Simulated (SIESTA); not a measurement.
The system is NiMoIrPdW.

```
Ni Mo Pd Ir W
1.0
     4.11705    0.00000    0.00000
    -2.05853    3.56547    0.00000
     0.00000    0.00000    5.44580
Ni Mo Pd Ir W
1 1 1 1 1
Direct
  0.00000 0.00000 0.95775
  0.66667 0.33333 0.96161
  0.66667 0.33333 0.46295
  0.33333 0.66667 0.72572
  0.33333 0.66667 0.23642
```

The cell was built by a generator and needn't be a form met in nature.

Base run:

```yaml
Program: SIESTA 5.4.2
Functional: PBE
Potentials_or_basis: PseudoDojo 0.4 standard (PBE files)
Basis: DZP (energy shift 0.003 Ry; two zetas on semicore shells)
Grid_cutoff: 800 Ry
Energy_shift: 0.003 Ry
k_mesh: 8 × 8 × 5
Occupations: fermi-dirac, width 0.05 eV
Spin: collinear spin, ferromagnetic start
Starting_moments: "[1.0, 1.0, 0.0, 0.6, 0.0] μB"
```

Its results: band gap on the k mesh none (metal or under the smearing width); pressure 2.7 GPa; net moment 0.00 μB per cell; largest force 0.133 eV/Å.

**Question.** The run is repeated on the same cell with these changes: functional from PBE to RPBE. What comes out?

**Answer.** Band gap on the k mesh none (metal or under the smearing width); pressure 6.3 GPa; net moment 0.00 μB per cell; largest force 0.155 eV/Å.

RPBE binds less tightly than PBE, so the same cell stands under more pressure.

Caveats: short orbitals over semicore shells can move pressures by several GPa; the valence orbitals were made in a potential fitted to the semicore shell under them, which widens gaps by tenths of an eV or more; the basis of atomic orbitals isn't converged, which shifts pressures, moduli and gaps; the potentials were made for another functional, which shifts forces and pressure (some runs).

Not every run made on this cell is shown here.
